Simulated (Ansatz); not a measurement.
# BH6NO2: the cost of one run

Program: Ansatz 0.2.0. Level of theory: RHF/def2-SVP. These are calculated values, not measurements.

### 1 The starting structure

Bond lengths: B1–O2 1.760 Å, O2–H3 1.010 Å, B1–O4 1.410 Å, O4–H5 1.010 Å, B1–N6 1.550 Å, N6–H7 1.060 Å, N6–H8 1.060 Å. Angles: B1–O2–H3 109.5°, O2–B1–O4 120.0°, O2–B1–N6 120.0°, O4–B1–N6 120.0°, B1–O4–H5 109.5°, B1–N6–H7 120.0°, B1–N6–H8 120.0°, H7–N6–H8 120.0°.

Coordinates:

```xyz
10

B     0.0000    0.0000    0.0000
O     0.0000    0.0000    1.7600
H    -0.9095   -0.2814    2.0971
O     1.2211    0.0000   -0.7050
H     1.5209   -0.9519   -0.8599
N    -1.3423    0.0000   -0.7750
H    -2.0112   -0.8164   -0.6764
H    -1.5914    0.8164   -1.4036
H     0.0668    1.4124    0.4698
H     0.0544    1.1498    1.3187
```

### 2 Pulling towards end A

Springs on the bonds that form and break draw the guess towards this end; the thresholds are loose.

The input, input.yaml:

```yaml
crystal:
  periodic: [false, false, false]
  atoms:
    - { symbol: B, position_ang: [0.0, 0.0, 0.0] }
    - { symbol: O, position_ang: [0.0, 0.0, 1.76] }
    - { symbol: H, position_ang: [-0.9095, -0.2814, 2.0971] }
    - { symbol: O, position_ang: [1.2211, 0.0, -0.705] }
    - { symbol: H, position_ang: [1.5209, -0.9519, -0.8599] }
    - { symbol: "N", position_ang: [-1.3423, 0.0, -0.775] }
    - { symbol: H, position_ang: [-2.0112, -0.8164, -0.6764] }
    - { symbol: H, position_ang: [-1.5914, 0.8164, -1.4036] }
    - { symbol: H, position_ang: [0.0668, 1.4124, 0.4698] }
    - { symbol: H, position_ang: [0.0544, 1.1498, 1.3187] }
basis:
  gaussian: { orbitals: def2-SVP }
hamiltonian:
  xc: hf
relax:
  f_tol: 0.15
  max_steps: 25
  restrain:
    - { distance: [0, 8], at: 2.39, k: 30.0 }
    - { distance: [9, 1], at: 2.21, k: 30.0 }
    - { distance: [0, 1], at: 1.41, k: 30.0 }
    - { distance: [9, 8], at: 0.66, k: 30.0 }
```

Command:

```sh
ansatz run input.yaml --threads 1 --pin off --max-ram 2048MiB --backend cpu --events-out ev --progress --plain --runs-dir out
```

Q: Estimate wall time and peak memory on 1 thread of Arm Neoverse V1, shared host.

About 26 s, with a peak of 0.14 GiB.
